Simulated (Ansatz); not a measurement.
Geometry optimisation, Ansatz, DFT r2SCAN-D3(BJ), scalar-relativistic, plane waves, PAW.

input.yaml

```yaml
crystal:
  lattice:
    - [-3.076, -5.327788, 0.0]
    - [4.614, -2.663894, 0.0]
    - [0.0, 0.0, 5.048]
  atoms:
    - { symbol: Si, position: [0.5, 0.3333333, 0.0] }
    - { symbol: Si, position: [0.5, 0.6666667, 0.5] }
    - { symbol: C, position: [0.5, 0.3333333, 0.385] }
    - { symbol: C, position: [0.5, 0.6666667, 0.885] }
    - { symbol: Si, position: [0.25, 0.8333333, 0.0] }
    - { symbol: Si, position: [0.25, 0.1666667, 0.5] }
    - { symbol: C, position: [0.25, 0.8333333, 0.385] }
    - { symbol: C, position: [0.25, 0.1666667, 0.885] }
    - { symbol: Si, position: [0.0, 0.3333333, 0.0] }
    - { symbol: Si, position: [0.0, 0.6666667, 0.5] }
    - { symbol: C, position: [0.0, 0.3333333, 0.385] }
    - { symbol: C, position: [0.0, 0.6666667, 0.885] }
    - { symbol: Si, position: [0.75, 0.8333333, 0.0] }
    - { symbol: Si, position: [0.75, 0.1666667, 0.5] }
    - { symbol: C, position: [0.75, 0.8333333, 0.385] }
    - { symbol: C, position: [0.75, 0.1666667, 0.885] }
    - { symbol: H, position: [0.2583624, 0.6451365, 0.6900137], spin: 1.0 }
magnetization:
  spin_polarized: true
basis:
  ecutwfc: 500.0
kpoints:
  mp_grid: { grid: [2, 2, 2] }
hamiltonian:
  xc: r2scan
  dispersion: d3bj
  pseudopotentials: { kind: paw, azcp: { folder: soft_1 } }
scf:
  occupations: { method: gaussian, width: 0.05 }
  lower_state_search: "off"
relax:
  f_tol: 0.03
  max_steps: 60
  adjacent_minimum: "off"
```

Run as:

```bash
$ ansatz run input.yaml --threads 2 --pin off --max-ram 5120MiB --backend cpu --events-out ev --progress --plain --runs-dir out
```

Problem. Where does it end, and by what steps?

Solution. It converged. Limits of this set-up: coarse k mesh. After 8 steps the energy has fallen by 0.702 eV; H17 moved furthest, 0.79 Å.

```
step  energy less start (eV)  largest force component (eV/Å)  accepted
   0                  0.0000                           1.534       yes
   1                 -0.2782                           1.043       yes
   2                 -0.5195                           0.484       yes
   3                 -0.6276                           0.215       yes
   4                 -0.6839                           0.196       yes
   5                 -0.6718                           0.405        no
   6                 -0.6996                           0.092       yes
   7                 -0.7017                           0.047       yes
   8                 -0.7019                           0.008       yes
```

```xyz
17
Lattice="-3.0760 -5.3278 0.0000 4.6140 -2.6639 0.0000 0.0000 0.0000 5.0480" Properties=species:S:1:pos:R:3
Si 0.033 -3.589 0.038
Si 1.573 -4.445 2.570
C 0.012 -3.595 1.917
C 1.575 -4.476 4.471
Si 3.108 -3.574 0.043
Si 0.078 -1.824 2.561
C 3.134 -3.589 1.926
C 0.048 -1.807 4.471
Si 1.584 -0.904 0.038
Si 3.095 -1.809 2.570
C 1.578 -0.882 1.917
C 3.123 -1.795 4.470
Si 1.585 -6.246 0.055
Si -1.516 -4.456 2.563
C 1.572 -6.239 1.942
C -1.504 -4.463 4.448
H 1.560 -2.680 3.223
```

Whether the end is a true minimum wasn't checked by a vibrational analysis.

Run time: 8.4 min on 2 threads of Arm Neoverse V1, with other jobs on the host, peak memory 0.94 GiB.
